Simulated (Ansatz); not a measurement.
# BaMg6Cu (Amm2) in Ansatz: single point with LDA

Aim: the single point of BaMg6Cu with LDA.

All numbers are computed with Ansatz 0.2.0; they aren't measurements. Logs are shortened: lines on timing, memory, paths and dates and some standing lists are left out, and cuts for length are marked.

## Step 1: The structure

The structure is orthorhombic, space group Amm2 (No. 38). Conventional cell: a = 4.989 Å, b = 6.083 Å, c = 14.019 Å, α = 90.00°, β = 90.00°, γ = 90.00°. Ba (site symmetry mm2) has 2 Cu at 3.40 Å and 8 Mg at 3.42 to 3.66 Å as nearest neighbours. Cu (site symmetry mm2) is surrounded by 6 Mg at 2.68 to 2.91 Å. Around Mg (site symmetry mm2) lie 8 Mg at 3.10 to 3.26 Å and 2 Ba at 3.42 Å. Mg (site symmetry mm2) is surrounded by 8 Mg at 3.26 to 3.60 Å and 2 Cu at 3.67 Å. Mg (site symmetry m) has 2 Cu at 2.91 Å and 5 Mg at 2.93 to 3.16 Å as nearest neighbours. Around Mg (site symmetry m) lie 1 Cu at 2.68 Å and 1 Mg at 2.96 Å.

The cell comes from a database or a generator and needn't be the stable form of this composition.

## Step 2: Single point, LDA

input.yaml

```yaml
crystal:
  lattice:
    - [4.98936, 0.0, 0.0]
    - [0.0, 3.041657, 7.0093915]
    - [0.0, -3.041657, 7.0093915]
  atoms:
    - { symbol: Ba, position: [0.5, 0.706593, 0.706593] }
    - { symbol: Cu, position: [0.5, 0.097847, 0.097847] }
    - { symbol: Mg, position: [0.0, 0.873706, 0.873706] }
    - { symbol: Mg, position: [0.0, 0.289749, 0.289749] }
    - { symbol: Mg, position: [0.0, 0.314417, 0.832941] }
    - { symbol: Mg, position: [0.0, 0.832941, 0.314417] }
    - { symbol: Mg, position: [0.5, 0.19903, 0.685714] }
    - { symbol: Mg, position: [0.5, 0.685714, 0.19903] }
hamiltonian:
  xc: lda
  pseudopotentials: { kind: paw }
kpoints:
  mp_grid: { grid: [6, 5, 5] }
scf:
  occupations: { method: gaussian, width: 0.1 }
output:
  forces: true
  stress: true
  eigenvalues: true
```

Potentials or basis: Ansatz PAW.

Command:

```bash
$ ansatz run input.yaml --threads 4 --pin off --max-ram 11264MiB --backend cpu --events-out ev --progress --plain --runs-dir out
```

What it wrote:

```text
Warning: RAYON_NUM_THREADS=4 ignored (pool sized by the plan → 4); use --threads N
Engine: ansatz 0.2.0, x86_64-unknown-linux-gnu
Pseudopotentials: kind: paw
Pseudopotential: Ba, paw, valence charge 10, recommended cutoff 420 eV (normal), Ba.paw.azcp
Pseudopotential: Cu, paw, valence charge 19, recommended cutoff 420 eV (normal), Cu.paw.azcp
Pseudopotential: Mg, paw, valence charge 10, recommended cutoff 420 eV (normal), Mg.paw.azcp
Functional definition: SPW92
  exchange = slater_x
  correlation = pw_c
Crystal: 8 atoms, lattice volume = 212.748 Å³
Basis set: ecut = 420 eV, 4153 PW (Γ)
Bands: 54, of which v1, the nominal top of the filled ones, is band 45 counted from 1 (44 counted from 0)
Symmetry: 4 space group operations
Space group: Amm2 (ITA 38), of the structure as read, at distance tolerance 6.0e-5 Å
k-points: 36 of 150 (time reversal used)
Non-local potential: Ba, projectors of the file, l = 0: 3, l = 1: 2, l = 2: 2, l = 3: 2
Non-local potential: Cu, projectors of the file, l = 0: 3, l = 1: 2, l = 2: 3, l = 3: 1
Non-local potential: Mg, projectors of the file, l = 0: 3, l = 1: 2, l = 2: 1
PAW form: soft (Blöchl's): semilocal exchange-correlation on the pseudo side does not see the compensation charge
PAW frozen core: Ba, regenerated for the run's functional, and the local potential with it (the file was generated under x = pbe(κ = 0.804, μ = 0.2195149727645171), c = pbe(β = 0.06672455060314922))
PAW frozen core: Cu, regenerated for the run's functional, and the local potential with it (the file was generated under x = pbe(κ = 0.804, μ = 0.2195149727645171), c = pbe(β = 0.06672455060314922))
PAW frozen core: Mg, regenerated for the run's functional, and the local potential with it (the file was generated under x = pbe(κ = 0.804, μ = 0.2195149727645171), c = pbe(β = 0.06672455060314922))
PAW one-centre angular grid: Ba, 194 points (default); XC on 64 Gauss nodes
PAW one-centre angular grid: Cu, 590 points (default); XC on 64 Gauss nodes
PAW one-centre angular grid: Mg, 110 points (default); XC on 64 Gauss nodes
Initial density: superposition of atomic densities (neutral atoms: chi_scale 0, normalization atom), corrected by the library's trained network
Initial wavefunctions: pseudopotential atomic-orbital guess
Functional: x = slater, c = lda
SCF iter   1: F=—  HF=-23744.125572 eV  |F-HF|=—  |Δ(HF+E_count)|=         —  Δρ=6.76e-3  dr2=6.14e-2  ethr=1.77e-3  ⟨swp⟩=9.7  Hψ=8734  notcnv=0
preconditioner: auto → Kerker (q_TF=auto, 2.359 Å⁻¹)  [metal: Δε(μ)=0.020 eV  Ē_g=6.673 eV  σ=0.100 eV  W_gap=0.11  n_scr=44 (ndim 8)  ℏωp=14.2 eV  f_vac=0.000  D(μ)=4.26/eV (n_scr^D=26)]
SCF iter   2: F=—  HF=-23744.096676 eV  |F-HF|=—  |Δ(HF+E_count)|=   2.89e-2  Δρ=2.28e-3  dr2=2.18e-2  ethr=6.90e-5  ⟨swp⟩=2.1  Hψ=3519  notcnv=0  defer=40
SCF iter   3: F=—  HF=-23744.093056 eV  |F-HF|=—  |Δ(HF+E_count)|=   3.62e-3  Δρ=1.39e-3  dr2=6.52e-3  ethr=2.45e-5  ⟨swp⟩=2.7  Hψ=3147  notcnv=0  defer=40
SCF iter   4: F=—  HF=-23744.092234 eV  |F-HF|=—  |Δ(HF+E_count)|=   8.22e-4  Δρ=6.51e-4  dr2=1.59e-3  ethr=7.33e-6  ⟨swp⟩=2.0  Hψ=2214  notcnv=0  defer=40
SCF iter   5: F=—  HF=-23744.091948 eV  |F-HF|=—  |Δ(HF+E_count)|=   2.86e-4  Δρ=1.20e-4  dr2=6.88e-5  ethr=1.79e-6  ⟨swp⟩=2.0  Hψ=2258  notcnv=0  defer=40
SCF iter   6: F=—  HF=-23744.091973 eV  |F-HF|=—  |Δ(HF+E_count)|=   2.46e-5  Δρ=3.41e-5  dr2=6.46e-6  ethr=7.73e-8  ⟨swp⟩=2.0  Hψ=2479  notcnv=0  defer=48
SCF iter   7: F=—  HF=-23744.091972 eV  |F-HF|=—  |Δ(HF+E_count)|=   7.11e-7  Δρ=1.50e-5  dr2=7.70e-7  ethr=7.26e-9  ⟨swp⟩=2.0  Hψ=2742  notcnv=0  defer=48
SCF iter   8: F=-23744.091972 eV  HF=-23744.091972 eV  |F-HF|=4.44e-8  |Δ(HF+E_count)|=   8.39e-8  Δρ=4.47e-6  dr2=7.27e-8  ethr=1.12e-10  ⟨swp⟩=9.2  Hψ=9956  notcnv=0
SCF 1 converged in 8 iterations: F = -23744.091972 eV  dr2 = 7.27e-8
SCF converged after 8 iterations
Free energy (F): -23744.091972 eV
Harris-Foulkes:  -23744.091972 eV  (|F-HF|=4.44e-8)
Internal energy: -23744.070108 eV  (E = F + TS)
E sigma→0 (E₀):  -23744.081040 eV
Entropy (-TS):   -0.021864 eV (-2.733 meV/atom)
Fermi energy:    5.782198 eV
--- Per-component energies (eV) ---
  E_band       = -2761.407588
  E_kinetic    = 918.708112
  E_local      = -17023.010522  (includes V_loc(G=0)·N_el)
  E_nonlocal   = 1036.890597
  E_hartree    = 6721.798554
  E_xc         = -421.948774
  E_vxc        = -467.147702  (∫ρ·V_xc dr)
  E_paw        = -8282.393957  (= ΣΔE_a)
  E_vpaw       = -670.423544  (= ΣTr[D̂ρ^β])
  E_aug_tail   = 0.000222  (compensation charges beyond the density's cutoff)
  E_ewald      = -6695.749392
  E_core_change = 1.635052  (= ΣΔE_core)
  E_smearing   = -0.021864  (= −TS)
  E_closure    = -0.000000  (closes the sum)
  Σ components = -23744.091972   (vs F -23744.091972, Δ=0.00e0)
--- Forces (eV/Å), atoms counted from 1 ---
  atom   1  Ba     0.00000000    -0.00000000    -0.14663687
  atom   2  Cu     0.00000000    -0.00000000    -0.19505512
  atom   3  Mg     0.00000000     0.00000000     0.02869796
  atom   4  Mg     0.00000000     0.00000000    -0.01344906
  atom   5  Mg     0.00000000    -0.05141904     0.07043912
  atom   6  Mg     0.00000000     0.05141904     0.07043912
  atom   7  Mg     0.00000000    -0.06079160     0.09277565
  atom   8  Mg     0.00000000     0.06079160     0.09277565
  max |Σ_I F_I| component: 1.36e-5 eV/Å
--- Stress (GPa, compression-positive) ---
       -2.360772      -0.000000      -0.000000
       -0.000000      -2.239929      -0.000000
       -0.000000      -0.000000      -2.048734
  P = ⅓ Tr σ = -2.2165 GPa (-22.165 kbar)
--- Band table (eV; the first three rows and the last of 36) ---
  k-point 0: bands = ["-105.8363", "-69.8401", "-69.4276", "-69.4253", "-69.4141", "-69.4080", "-69.4060", "-63.6672", "-63.6587", "-63.6378", "-37.2753", "-37.2740", "-37.2450", "-36.8795", "-36.8721", "-36.8690", "-36.8602", "-36.8535", "-36.8521", "-36.8421", "-36.8404", "-36.8374", "-36.8313", "-36.8285", "-36.8279", "-36.8266", "-36.8222", "-36.8211", "-22.0333", "-7.3316", "-7.2541", "-7.2498", "-0.4130", "2.4198", "2.9239", "3.0186", "3.0307", "3.0963", "3.1241", "3.3030", "3.9690", "4.4595", "4.7955", "5.4044", "5.5879", "6.2904", "6.6983", "8.2292", "8.2381", "8.3766", "8.7347", "9.0013", "9.1258", "9.2291"]
  k-point 1: bands = ["-105.8363", "-69.8401", "-69.4274", "-69.4254", "-69.4141", "-69.4078", "-69.4061", "-63.6672", "-63.6587", "-63.6378", "-37.2753", "-37.2740", "-37.2450", "-36.8786", "-36.8724", "-36.8672", "-36.8597", "-36.8518", "-36.8515", "-36.8428", "-36.8426", "-36.8372", "-36.8320", "-36.8284", "-36.8283", "-36.8261", "-36.8232", "-36.8221", "-22.0332", "-7.3311", "-7.2581", "-7.2537", "-0.2300", "2.1706", "2.6290", "2.9910", "3.0300", "3.0519", "3.1244", "3.3604", "3.7317", "4.3215", "5.4515", "5.5821", "5.9055", "6.7869", "6.8023", "7.5320", "7.7153", "8.2690", "8.3447", "8.5139", "9.0610", "9.5234"]
  k-point 2: bands = ["-105.8363", "-69.8401", "-69.4271", "-69.4258", "-69.4141", "-69.4075", "-69.4065", "-63.6672", "-63.6587", "-63.6378", "-37.2753", "-37.2740", "-37.2450", "-36.8772", "-36.8730", "-36.8628", "-36.8589", "-36.8512", "-36.8487", "-36.8459", "-36.8435", "-36.8368", "-36.8349", "-36.8289", "-36.8283", "-36.8257", "-36.8256", "-36.8225", "-22.0330", "-7.3302", "-7.2715", "-7.2531", "0.2098", "1.5062", "2.4478", "2.9720", "3.0297", "3.0343", "3.1236", "3.2593", "3.3474", "4.9097", "5.5886", "6.0127", "6.4941", "6.8305", "6.9948", "7.0139", "7.6216", "8.1269", "8.4368", "8.6018", "8.7081", "9.5500"]
  k-point 35: bands = ["-105.8363", "-69.8401", "-69.4274", "-69.4254", "-69.4139", "-69.4080", "-69.4062", "-63.6672", "-63.6587", "-63.6378", "-37.2754", "-37.2740", "-37.2450", "-36.8793", "-36.8733", "-36.8674", "-36.8593", "-36.8560", "-36.8429", "-36.8403", "-36.8390", "-36.8386", "-36.8371", "-36.8365", "-36.8277", "-36.8243", "-36.8214", "-36.8209", "-22.0292", "-7.3829", "-7.3149", "-7.2426", "1.4743", "1.4956", "2.5532", "2.8304", "2.9136", "2.9867", "3.1141", "3.2581", "3.3402", "4.1359", "4.2588", "5.7779", "5.9846", "6.4974", "6.6663", "6.9085", "7.3510", "7.5273", "8.3082", "8.7914", "9.1607", "9.5366"]
```

It took 9.8 s on 4 threads of Intel Xeon at 2.70GHz, shared host; peak memory 0.73 GiB.

What came out:

- Free energy: -23744.0920 eV
- Pressure: -2.2 GPa
- Largest force: 0.195 eV/Å
- Band gap on the k mesh: none (metal or under the smearing width)

Forces in eV/Å, atoms in the order of the input:
```
Ba   0.000  0.000 -0.147
Cu   0.000  0.000 -0.195
Mg   0.000  0.000  0.029
Mg   0.000  0.000 -0.013
Mg   0.000 -0.051  0.070
Mg   0.000  0.051  0.070
Mg   0.000 -0.061  0.093
Mg   0.000  0.061  0.093
```

Levels at points of the mesh, in eV from the Fermi level:
```
            k point  band 42  band 43  band 44  band 45  band 46  band 47  band 48  band 49
 (0.00, 0.00, 0.00)    -1.32    -0.99    -0.38    -0.19     0.51     0.92     2.45     2.46
(-0.50, 0.00, 0.00)    -0.96    -0.69    -0.65    -0.48    -0.37    -0.02     0.16     1.31
```

Caveat: the PAW data sets come from PBE, with cores solved anew for the run's functional, which leaves a small shift of forces and pressure.
